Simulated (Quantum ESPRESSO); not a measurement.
# Y3F (Pm-3m) in Quantum ESPRESSO: further runs

Aim: see how the results for Y3F move with the level of theory and the settings. Levels: LDA, PBE, PBEsol, PW91. Tasks: phonons.

Program: Quantum ESPRESSO 7.5. These are calculated values, not measurements. Logs are shortened: lines on timing, memory, paths and dates and some standing lists are left out, and cuts for length are marked.

### Step 1. Starting point

Symmetry: Pm-3m, No. 221, cubic system. The conventional cell has a = 4.818 Å, b = 4.818 Å, c = 4.818 Å, α = 90.00°, β = 90.00°, γ = 90.00°. Y (site symmetry 4/mmm) has 8 Y at 3.41 Å and 4 F at 3.41 Å as nearest neighbours. Around F (site symmetry m-3m) lie 12 Y at 3.41 Å.

The cell was built by a generator and needn't be a form met in nature.

### Step 2. Phonons, LDA

Contents of pw.in:

```
&CONTROL
  calculation = 'scf'
  prefix = 'pwscf'
  outdir = './tmp'
  pseudo_dir = './pseudo'
  tprnfor = .true.
  tstress = .true.
  disk_io = 'low'
/
&SYSTEM
  ibrav = 0
  nat = 4
  ntyp = 2
  ecutwfc = 45
  ecutrho = 360
  nbnd = 28
  occupations = 'smearing'
  smearing = 'fd'
  degauss = 0.00367493
/
&ELECTRONS
  conv_thr = 8d-10
  electron_maxstep = 120
  mixing_beta = 0.5
/
ATOMIC_SPECIES
Y     88.9058 y_lda_v1.4.uspp.F.UPF
F     18.9984 f_lda_v1.4.uspp.F.UPF
CELL_PARAMETERS bohr
   9.1037745026    0.0000000000    0.0000000000
   0.0000000000    9.1037745026    0.0000000000
   0.0000000000    0.0000000000    9.1037745026
ATOMIC_POSITIONS bohr
Y      0.0000000000    4.5518872513    4.5518872513
Y      4.5518872513    0.0000000000    4.5518872513
Y      4.5518872513    4.5518872513    0.0000000000
F      0.0000000000    0.0000000000    0.0000000000
K_POINTS automatic
4 4 4 1 1 1
```

Contents of relax.in:

```
&CONTROL
  calculation = 'vc-relax'
  prefix = 'pwscf'
  outdir = './tmp'
  pseudo_dir = './pseudo'
  tprnfor = .true.
  tstress = .true.
  disk_io = 'low'
  nstep = 40
  forc_conv_thr = 0.0001
  etot_conv_thr = 1d-06
/
&SYSTEM
  ibrav = 0
  nat = 4
  ntyp = 2
  ecutwfc = 45
  ecutrho = 360
  nbnd = 28
  occupations = 'smearing'
  smearing = 'fd'
  degauss = 0.00367493
/
&ELECTRONS
  conv_thr = 8d-10
  electron_maxstep = 120
  mixing_beta = 0.5
/
&IONS
  ion_dynamics = 'bfgs'
/
&CELL
  cell_dynamics = 'bfgs'
  press = 0
  press_conv_thr = 0.2
/
ATOMIC_SPECIES
Y     88.9058 y_lda_v1.4.uspp.F.UPF
F     18.9984 f_lda_v1.4.uspp.F.UPF
CELL_PARAMETERS bohr
   9.1037745026    0.0000000000    0.0000000000
   0.0000000000    9.1037745026    0.0000000000
   0.0000000000    0.0000000000    9.1037745026
ATOMIC_POSITIONS bohr
Y      0.0000000000    4.5518872513    4.5518872513
Y      4.5518872513    0.0000000000    4.5518872513
Y      4.5518872513    4.5518872513    0.0000000000
F      0.0000000000    0.0000000000    0.0000000000
K_POINTS automatic
4 4 4 1 1 1
```

Contents of scf2.in:

```
&CONTROL
  calculation = 'scf'
  prefix = 'pwscf'
  outdir = './tmp'
  pseudo_dir = './pseudo'
  tprnfor = .true.
  tstress = .true.
  disk_io = 'low'
/
&SYSTEM
  ibrav = 0
  nat = 4
  ntyp = 2
  ecutwfc = 45
  ecutrho = 360
  nbnd = 28
  occupations = 'smearing'
  smearing = 'fd'
  degauss = 0.00367493
/
&ELECTRONS
  conv_thr = 1d-13
  electron_maxstep = 120
  mixing_beta = 0.5
  startingpot = 'file'
  startingwfc = 'file'
/
ATOMIC_SPECIES
Y     88.9058 y_lda_v1.4.uspp.F.UPF
F     18.9984 f_lda_v1.4.uspp.F.UPF
CELL_PARAMETERS bohr
   8.7817240912    0.0000000000    0.0000000000
   0.0000000000    8.7817240912    0.0000000000
   0.0000000000    0.0000000000    8.7817240912
ATOMIC_POSITIONS bohr
Y      0.0000000000    4.3908620456    4.3908620456
Y      4.3908620456    0.0000000000    4.3908620456
Y      4.3908620456    4.3908620456    0.0000000000
F      0.0000000000    0.0000000000    0.0000000000
K_POINTS automatic
4 4 4 1 1 1
```

Contents of ph.in:

```
phonons of Y3F
&INPUTPH
  prefix = 'pwscf'
  outdir = './tmp'
  tr2_ph = 1d-18
  fildyn = 'dyn'
  niter_ph = 90
  alpha_mix(1) = 0.4
/
0.0000000000 0.0000000000 0.0000000000
```

Contents of dynmat.in:

```
&INPUT
  fildyn = 'dyn'
  asr = 'crystal'
  filout = 'dynmat.disp'
  fileig = 'dynmat.eig'
/
```

Potentials or basis: GBRV 1.5 LDA.

Run with:

```console
$ OMP_NUM_THREADS=1 mpirun -n 4 pw.x -nk 2 -in pw.in > pw.out
$ OMP_NUM_THREADS=1 mpirun -n 4 pw.x -nk 2 -in relax.in > relax.out
$ OMP_NUM_THREADS=1 mpirun -n 4 pw.x -nk 2 -in scf2.in > scf2.out
$ OMP_NUM_THREADS=1 mpirun -n 4 ph.x -nk 2 -in ph.in > ph.out
$ OMP_NUM_THREADS=1 mpirun -n 1 dynmat.x -in dynmat.in > dynmat.out
```

pw.out:

```text
This program is part of the open-source Quantum ESPRESSO suite
     for quantum simulation of materials; please cite
[... 6 lines left out ...]
     using ibrav=0 with symmetry is DISCOURAGED, use correct ibrav instead

     K-points division:     npool     =       2
     Subspace diagonalization in iterative solution of the eigenvalue problem:
     a serial algorithm will be used

     --------------------
     sticks:   dense  smooth     PW     G-vecs:    dense   smooth      PW
     Min        1188     600    170                43539    15419    2348
     Max        1189     601    171                43540    15420    2349
     Sum        2377    1201    341                87079    30839    4697

     Using Slab Decomposition

     bravais-lattice index     =            0
     lattice parameter (alat)  =       9.1038  a.u.
     unit-cell volume          =     754.5091 (a.u.)^3
     number of atoms/cell      =            4
     number of atomic types    =            2
     number of electrons       =        40.00
     number of Kohn-Sham states=           28
     kinetic-energy cutoff     =      45.0000  Ry
     charge density cutoff     =     360.0000  Ry
     scf convergence threshold =      8.0E-10
     mixing beta               =       0.5000
     number of iterations used =            8  plain     mixing
     Exchange-correlation=  SLA  PZ   NOGX NOGC
                           (   1   1   0   0   0   0   0)

     celldm(1)=   9.103775  celldm(2)=   0.000000  celldm(3)=   0.000000
     celldm(4)=   0.000000  celldm(5)=   0.000000  celldm(6)=   0.000000

     crystal axes: (cart. coord. in units of alat)
               a(1) = (   1.000000   0.000000   0.000000 )
               a(2) = (   0.000000   1.000000   0.000000 )
               a(3) = (   0.000000   0.000000   1.000000 )

     reciprocal axes: (cart. coord. in units 2 pi/alat)
               b(1) = (  1.000000  0.000000  0.000000 )
               b(2) = (  0.000000  1.000000  0.000000 )
               b(3) = (  0.000000  0.000000  1.000000 )

     PseudoPot. # 1 for Y  read from file:
     y_lda_v1.4.uspp.F.UPF
     Pseudo is Ultrasoft + core correction, Zval = 11.0
     Generated by new atomic code, or converted to UPF format
     Using radial grid of  885 points,  6 beta functions with:
                l(1) =   0
                l(2) =   0
                l(3) =   1
                l(4) =   1
                l(5) =   2
                l(6) =   2
     Q(r) pseudized with  8 coefficients,  rinner =    1.200   1.200   1.200
                                                       1.200   1.200

     PseudoPot. # 2 for F  read from file:
     f_lda_v1.4.uspp.F.UPF
     Pseudo is Ultrasoft, Zval =  7.0
     Generated by new atomic code, or converted to UPF format
     Using radial grid of  799 points,  4 beta functions with:
                l(1) =   0
                l(2) =   0
                l(3) =   1
                l(4) =   1
     Q(r) pseudized with  8 coefficients,  rinner =    0.950   0.950   0.950

     atomic species   valence    mass     pseudopotential
     Y                11.00    88.90580     Y ( 1.00)
     F                 7.00    18.99840     F ( 1.00)

     48 Sym. Ops., with inversion, found

   Cartesian axes

     site n.     atom                  positions (alat units)
         1        Y      tau(   1) = (   0.0000000   0.5000000   0.5000000  )
         2        Y      tau(   2) = (   0.5000000   0.0000000   0.5000000  )
         3        Y      tau(   3) = (   0.5000000   0.5000000   0.0000000  )
         4        F      tau(   4) = (   0.0000000   0.0000000   0.0000000  )

     number of k points=     4  Fermi-Dirac smearing, width (Ry)=  0.0037
                       cart. coord. in units 2pi/alat
        k(    1) = (   0.1250000   0.1250000   0.1250000), wk =   0.2500000
        k(    2) = (   0.1250000   0.1250000   0.3750000), wk =   0.7500000
        k(    3) = (   0.1250000   0.3750000   0.3750000), wk =   0.7500000
        k(    4) = (   0.3750000   0.3750000   0.3750000), wk =   0.2500000

     Dense  grid:    87079 G-vectors     FFT dimensions: (  60,  60,  60)

     Smooth grid:    30839 G-vectors     FFT dimensions: (  40,  40,  40)

     Check: negative core charge=   -0.000001

     Initial potential from superposition of free atoms

     starting charge      39.9887, renormalised to      40.0000
     Starting wfcs are   43 randomized atomic wfcs

     Self-consistent Calculation

     iteration #  1     ecut=    45.00 Ry     beta= 0.50
     Davidson diagonalization with overlap
     ethr =  1.00E-02,  avg # of iterations =  2.0

     Threshold (ethr) on eigenvalues was too large:
     Diagonalizing with lowered threshold

     Davidson diagonalization with overlap
     ethr =  6.80E-04,  avg # of iterations =  1.5

     total energy              =    -326.80485529 Ry
     estimated scf accuracy    <       0.26886598 Ry

     iteration #  2     ecut=    45.00 Ry     beta= 0.50
     Davidson diagonalization with overlap
     ethr =  6.72E-04,  avg # of iterations =  2.5

     total energy              =    -326.78447962 Ry
     estimated scf accuracy    <       0.56222395 Ry

     iteration #  3     ecut=    45.00 Ry     beta= 0.50
     Davidson diagonalization with overlap
     ethr =  6.72E-04,  avg # of iterations =  2.0

     total energy              =    -326.89755797 Ry
     estimated scf accuracy    <       0.03094646 Ry

     iteration #  4     ecut=    45.00 Ry     beta= 0.50
     Davidson diagonalization with overlap
     ethr =  7.74E-05,  avg # of iterations =  1.2

     total energy              =    -326.89816066 Ry
     estimated scf accuracy    <       0.00435734 Ry

     iteration #  5     ecut=    45.00 Ry     beta= 0.50
     Davidson diagonalization with overlap
     ethr =  1.09E-05,  avg # of iterations =  4.2

     total energy              =    -326.89927641 Ry
     estimated scf accuracy    <       0.00095683 Ry

     iteration #  6     ecut=    45.00 Ry     beta= 0.50
     Davidson diagonalization with overlap
     ethr =  2.39E-06,  avg # of iterations =  5.5

     total energy              =    -326.89949290 Ry
     estimated scf accuracy    <       0.00004784 Ry

     iteration #  7     ecut=    45.00 Ry     beta= 0.50
     Davidson diagonalization with overlap
     ethr =  1.20E-07,  avg # of iterations =  4.2

     total energy              =    -326.89950141 Ry
     estimated scf accuracy    <       0.00000668 Ry

     iteration #  8     ecut=    45.00 Ry     beta= 0.50
     Davidson diagonalization with overlap
     ethr =  1.67E-08,  avg # of iterations =  3.2

     total energy              =    -326.89950390 Ry
     estimated scf accuracy    <       0.00000220 Ry

     iteration #  9     ecut=    45.00 Ry     beta= 0.50
     Davidson diagonalization with overlap
     ethr =  5.51E-09,  avg # of iterations =  2.0

     total energy              =    -326.89950428 Ry
     estimated scf accuracy    <       0.00000002 Ry

     iteration # 10     ecut=    45.00 Ry     beta= 0.50
     Davidson diagonalization with overlap
     ethr =  5.37E-11,  avg # of iterations =  7.2

     total energy              =    -326.89950435 Ry
     estimated scf accuracy    <       0.00000013 Ry

     iteration # 11     ecut=    45.00 Ry     beta= 0.50
     Davidson diagonalization with overlap
     ethr =  5.37E-11,  avg # of iterations =  2.0

     total energy              =    -326.89950436 Ry
     estimated scf accuracy    <          3.8E-09 Ry

     iteration # 12     ecut=    45.00 Ry     beta= 0.50
     Davidson diagonalization with overlap
     ethr =  9.51E-12,  avg # of iterations =  4.2

     End of self-consistent calculation

          k = 0.1250 0.1250 0.1250 (  3851 PWs)   bands (ev):

   -34.3543 -34.2502 -34.2502 -14.6572 -14.5808 -14.5808 -14.3498 -14.3498
   -14.2941 -14.1379 -14.0294 -14.0294 -13.5655   3.9850   4.2125   4.2125
     5.0132   7.2468   7.8599   7.8599   8.0738   8.2425   8.2425  10.8495
    11.0720  11.0720  11.7235  11.7235

          k = 0.1250 0.1250 0.3750 (  3847 PWs)   bands (ev):

   -34.3290 -34.2755 -34.2500 -14.6104 -14.5105 -14.5042 -14.4207 -14.3425
   -14.2766 -14.2643 -14.0711 -14.0604 -13.5509   3.8073   4.1246   4.1838
     5.9840   7.6131   8.1575   8.3448   8.5812   8.8350   9.0746   9.7483
     9.9222  10.3064  11.1166  11.3504

          k = 0.1250 0.3750 0.3750 (  3845 PWs)   bands (ev):

   -34.3082 -34.2787 -34.2670 -14.6453 -14.5756 -14.4793 -14.4409 -14.3388
   -14.2976 -14.1626 -14.1326 -14.0042 -13.5529   3.9233   4.0149   4.1444
     6.6799   7.9296   8.0463   8.5437   8.6105   9.1857   9.2414   9.6159
     9.9476  10.0657  11.0745  11.0828

          k = 0.3750 0.3750 0.3750 (  3836 PWs)   bands (ev):

   -34.2963 -34.2784 -34.2784 -14.7226 -14.6046 -14.6029 -14.6029 -14.1749
   -14.1749 -14.1527 -14.0141 -14.0141 -13.5656   4.0278   4.1284   4.1284
     6.7870   7.3571   7.3571   8.1361   9.0787   9.6034   9.6034  10.1849
    10.2399  10.5296  10.5297  11.5006

     the Fermi energy is     8.4315 ev

!    total energy              =    -326.89950436 Ry
     estimated scf accuracy    <          8.0E-10 Ry
     smearing contrib. (-TS)   =      -0.00322303 Ry
     internal energy E=F+TS    =    -326.89628133 Ry

     The total energy is F=E-TS. E is the sum of the following terms:
     one-electron contribution =     -88.23405419 Ry
     hartree contribution      =      56.58422684 Ry
     xc contribution           =     -90.82551402 Ry
     ewald contribution        =    -204.42093996 Ry

     convergence has been achieved in  12 iterations

     Forces acting on atoms (cartesian axes, Ry/au):

     atom    1 type  1   force =     0.00000000    0.00000000    0.00000000
     atom    2 type  1   force =     0.00000000    0.00000000    0.00000000
     atom    3 type  1   force =     0.00000000    0.00000000    0.00000000
     atom    4 type  2   force =     0.00000000    0.00000000    0.00000000

     Total force =     0.000000     Total SCF correction =     0.000000

     Computing stress (Cartesian axis) and pressure

          total   stress  (Ry/bohr**3)                   (kbar)     P=      -36.79
  -0.00025009   0.00000000   0.00000000          -36.79        0.00        0.00
   0.00000000  -0.00025009   0.00000000            0.00      -36.79        0.00
   0.00000000   0.00000000  -0.00025009            0.00        0.00      -36.79

=------------------------------------------------------------------------------=
   JOB DONE.
=------------------------------------------------------------------------------=
```

Run time: 7.8 min. Hardware: 4 MPI ranks of Intel Xeon at 2.50GHz (Skylake/Cascade Lake), shared host; peak memory 0.6 GiB.

What came out:

| Quantity | Value |
| --- | --- |
| Free energy | -4447.8327 eV |
| Relaxed volume | 25.09 Å³/atom |
| Relaxed cell | a = 4.647 Å, b = 4.647 Å, c = 4.647 Å, α = 90.00°, β = 90.00°, γ = 90.00° |
| Space group after relaxing (to 0.05 Å) | Pm-3m (No. 221) |
| Pressure after relaxing | 0.0 GPa |
| Band gap on the k mesh | none (metal or under the smearing width) |
| Highest phonon frequency at Γ | 195 cm⁻¹ |
| Most unstable mode | 204i cm⁻¹ |

Step by step:
| step | energy change (eV) | largest force (eV/Å) | pressure (GPa) | volume (Å³) |
| --- | --- | --- | --- | --- |
| 1 | 0.0000 | 0.0000 | -3.68 | 111.81 |
| 2 | -0.0443 | 0.0000 | -3.13 | 109.72 |
| 3 | -0.0957 | 0.0000 | -2.23 | 106.65 |
| 4 | -0.1369 | 0.0000 | -0.69 | 102.14 |
| 5 | -0.1405 | 0.0000 | 0.05 | 100.24 |
| 6 | -0.1405 | 0.0000 | 0.00 | 100.36 |
| 7 | -0.1405 | 0.0000 | 0.00 | 100.36 |

Final structure:
```
CELL_PARAMETERS angstrom
4.64709 0.00000 0.00000
0.00000 4.64709 0.00000
0.00000 0.00000 4.64709
ATOMIC_POSITIONS crystal
Y 0.00000 0.50000 0.50000
Y 0.50000 0.00000 0.50000
Y 0.50000 0.50000 0.00000
F 0.00000 0.00000 0.00000
```

Phonon frequencies in cm⁻¹ (negative: imaginary):
```csv
q point,frequencies
"(0.000, 0.000, 0.000)",-204 -204 -204 -36 -36 -36 -8 -8 -8 195 195 195
```

Optical modes at Γ, degenerate ones joined:
| cm⁻¹ | components | symmetry | active in |
| --- | --- | --- | --- |
| 203i | 3 | T1u | IR |
| 36i | 3 | T2u | silent |
| 195 | 3 | T1u | IR |

Caveat: the k mesh is coarse; the mesh is thin for the phonons of a metal; some modes are imaginary.

(Continued in part 2 of 3.)
